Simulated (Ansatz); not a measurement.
Cu, space group I4/mmm: a comparison of functionals at one structure, run with the Ansatz DFT code, driven from Python.

`xc.py`:
```python
"""Functional comparison for Cu (totals differ with the potentials too)."""

import warnings

import ansatz as az
from tabulate import tabulate


def main() -> None:
    warnings.simplefilter("ignore", az.DeckWarning)

    lattice = az.Lattice.of(
        (-1.44279, 1.44279, 1.37608),
        (1.44279, -1.44279, 1.37608),
        (1.44279, 1.44279, -1.37608),
    )
    sites = [
        ("Cu", (0.0, 0.0, 0.0)),
    ]
    system = az.Crystal(lattice=lattice)
    for symbol, position in sites:
        system = system.atom(symbol, position)

    calc = (
        system.calculation()
        .occupations(az.OccupationsMethod.FERMI_DIRAC, width=50 * az.meV)
        .kpoints(spacing=0.24)
        .basis(510)
        .pseudopotentials("paw")
        .stress()
    )

    rows = []
    for value in ["lda", "blyp", "pbesol"]:
        summary = calc.functional(value).run().report
        rows.append((value, summary["free_energy_ev"] / len(summary["lattice"]["sites"]), summary["n_iterations"], sum(summary["stress_gpa"][i][i] for i in range(3)) / 3, summary["n_kpoints"]))

    print(tabulate(rows, headers=["functional", "F/atom (eV)", "iterations", "P (GPa)", "k-points"], floatfmt=".4f", tablefmt="github"))


if __name__ == "__main__":
    main()
```

Which functional puts this cell under the lowest pressure, and which under the highest?

From lowest to highest: LDA (-7.9 GPa), PBEsol (-1.5 GPa) and BLYP (15.9 GPa). At a fixed cell a lower pressure usually means a smaller equilibrium volume, so LDA prefers the smallest cell and BLYP the largest.

The run itself:

Output of `python xc.py`:
```text
| functional   |   F/atom (eV) |   iterations |   P (GPa) |   k-points |
|--------------|---------------|--------------|-----------|------------|
| lda          |    -6555.6643 |            6 |   -7.8661 |        244 |
| blyp         |    -6634.0861 |            6 |   15.9225 |        244 |
| pbesol       |    -6588.7320 |            6 |   -1.4736 |        244 |
```

Spin is left out of this run. BLYP can be off by several per cent in the lattices of metals, and by several GPa in the pressure at a fixed cell. The mesh is modest for a metal, so energies can be off by several to tens of meV an atom and pressures by half a GPa or more; differences at equal mesh fare better. Pressure is positive in compression. This isn't the structure that Cu takes at ambient conditions. Total energies of different functionals can't be compared; pressures, moments and gaps at this one structure can. It ran for 7.2 s on 1 thread of Arm Neoverse V2, with other jobs on the host, peak memory 0.39 GiB.
